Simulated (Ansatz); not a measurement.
Working through a single point from an input written key by key of FH₆PSi₂, SMILES F[SiH]([SiH3])P

Computed with Ansatz's Python interface.

Contents of `input.yaml`:
```yaml
crystal:
  periodic: [false, false, false]
  atoms:
    - { symbol: F, position_ang: [-1.9189, 1.2267, -0.2893] }
    - { symbol: Si, position_ang: [-0.3984, 0.961, -0.2187] }
    - { symbol: Si, position_ang: [0.0167, -0.6204, 1.3828] }
    - { symbol: P, position_ang: [0.3376, 0.2859, -2.2335] }
    - { symbol: H, position_ang: [0.3264, 2.2237, 0.0623] }
    - { symbol: H, position_ang: [1.5102, -0.8929, 1.447] }
    - { symbol: H, position_ang: [-0.3471, -0.1635, 2.7535] }
    - { symbol: H, position_ang: [-0.6046, -1.888, 1.0865] }
    - { symbol: H, position_ang: [-0.3739, -0.9679, -2.1627] }
    - { symbol: H, position_ang: [1.5352, -0.2157, -1.8249] }
basis:
  gaussian: { orbitals: def2-SVP }
correlation:
  method: mp2
```

The cells in order, each with its output:

**Cell 1**
```python
import ansatz as az
```

**Cell 2**
```python
session = az.Session.from_deck("input.yaml")
summary = session.plan(threads=1).execute().report
```

**Cell 3**
```python
print(f"E = {summary['free_energy_ev']:.6f} eV = {summary['free_energy_ev'] / 27.211386246:.7f} Ha")
print("converged:", summary["converged"], " doubts:", summary["published_state_doubts"] or "none")
symbols = ["F", "Si", "Si", "P", "H", "H", "H", "H", "H", "H"]
parts = summary["correlation"]
for name in ("random_phase", "coupled_cluster", "perturbative"):
    if name in parts:
        print(f"{name:16s} {parts[name]['energy']['hartree']:12.7f} Ha")
if "second_order" in parts:
    pair = parts["second_order"]
    print(f"MP2 same spin {pair['same_spin']['hartree']:.7f} Ha, opposite spin {pair['opposite_spin']['hartree']:.7f} Ha")
state = summary["mean_field"]["state"]
print(f"mean field: {state['energy']['hartree']:.7f} Ha, <S^2> = {abs(state['spin_squared']):.4f}, stability: {state.get('stability', {}).get('kind')}")
```
Output:
```text
E = -27802.086661 eV = -1021.7078399 Ha
converged: True  doubts: none
MP2 same spin -0.1084934 Ha, opposite spin -0.3950118 Ha
mean field: -1021.2043347 Ha, <S^2> = 0.0000, stability: minimum
```

Notes:
- Total energies depend on the basis set; only differences at equal settings carry meaning.
- The geometry is a force-field or estimated start, not a minimum of this method, and the basis set is short of its limit.
- Timing: 0.9 s on 1 thread of Intel(R) Xeon(R) 6975P-C (Granite Rapids) (shared host), peak memory 0.22 GiB.

(Lines on the test bed's own set-up are left out of the output.)
